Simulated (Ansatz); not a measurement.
I need a rigid scan of one bond length of CH3Ag, SMILES [CH3][Ag]. Use the Python package of Ansatz (0.2.0). Settings (for the species named): CCSD(T), def2-SVP basis, multiplicity 1.

```yaml
atoms:
  - { symbol: C, position_ang: [-0.1436, 0.0601, -0.1401] }
  - { symbol: Ag, position_ang: [1.7630, -0.7992, 0.7827] }
  - { symbol: H, position_ang: [-0.8545, -0.0973, 0.7246] }
  - { symbol: H, position_ang: [-0.5307, -0.4250, -1.0319] }
  - { symbol: H, position_ang: [-0.1843, 1.1878, -0.3767] }
```

`ch3ag.py`:
```python
"""Potential curve of CH3Ag along one bond."""

from dataclasses import dataclass

import ansatz as az
import numpy as np


@dataclass(frozen=True)
class Options:
    basis_set: str = "def2-SVP"
    method: str = "ccsd_t"


settings = Options()

GEOMETRY = """
C    -0.14360    0.06010   -0.14010
Ag    1.76300   -0.79920    0.78270
H    -0.85450   -0.09730    0.72460
H    -0.53070   -0.42500   -1.03190
H    -0.18430    1.18780   -0.37670
"""

geometry = az.Crystal.molecule()
for line in GEOMETRY.strip().splitlines():
    symbol, *xyz = line.split()
    geometry = geometry.atom(symbol, [float(v) for v in xyz])

symbols = [site.symbol for site in geometry.cartesian_sites]
start = np.array([site.position_ang for site in geometry.cartesian_sites])
axis = (start[3] - start[0]) / np.linalg.norm(start[3] - start[0])
moving = [3]
lengths, energies = [0.956, 1.0, 1.043, 1.086, 1.13, 1.173, 1.217, 1.282], []
for length in lengths:
    xyz = start.copy()
    xyz[moving] += (length - np.linalg.norm(start[3] - start[0])) * axis
    point = az.Crystal.molecule()
    for symbol, place in zip(symbols, xyz):
        point = point.atom(symbol, place.tolist())
    calc = point.calculation()
    calc = calc.basis(gaussian=settings.basis_set)
    calc = calc.correlation(settings.method, electrons="valence")
    report = calc.run(threads=1, pin="off").report
    energies.append(report["free_energy_ev"])
    print(f"r = {length:6.3f} A  E = {energies[-1]:.5f} eV  <S^2> = {abs(report['mean_field']['state']['spin_squared']):.3f}")

# quartic fit about the minimum
fit = np.polynomial.Polynomial.fit(lengths, np.array(energies) - min(energies), 4).convert()
roots = [r.real for r in fit.deriv().roots() if abs(r.imag) < 1e-9 and fit.deriv(2)(r.real) > 0]
r_e = min(roots, key=lambda r: abs(r - lengths[int(np.argmin(energies))]))
print(f"minimum of the fit at {r_e:.4f} A, force constant {fit.deriv(2)(r_e):.2f} eV/A^2")
```

Output of `python ch3ag.py`:
```text
r =  0.956 A  E = -5064.56042 eV  <S^2> = 0.000
r =  1.000 A  E = -5064.83039 eV  <S^2> = 0.000
r =  1.043 A  E = -5064.98037 eV  <S^2> = 0.000
r =  1.086 A  E = -5065.04181 eV  <S^2> = 0.000
r =  1.130 A  E = -5065.03300 eV  <S^2> = 0.000
r =  1.173 A  E = -5064.97004 eV  <S^2> = 0.000
r =  1.217 A  E = -5064.86301 eV  <S^2> = 0.000
r =  1.282 A  E = -5064.64795 eV  <S^2> = 0.000
minimum of the fit at 1.1013 A, force constant 34.26 eV/A^2
```

What to keep in mind:
- The settings weren't tested for convergence.
- The rest of the molecule is held rigid at a force-field or estimated start geometry, and the basis set is modest; single-reference methods fail as a bond breaks.
- def2 sets replace the cores of elements past krypton by effective core potentials.
- The orbitals are restricted, so S² is zero by construction.
- S² is that of the Hartree-Fock reference.
- Wall time of the script: 20 s on 1 thread of Arm Neoverse V2 (shared host), peak memory 0.24 GiB.
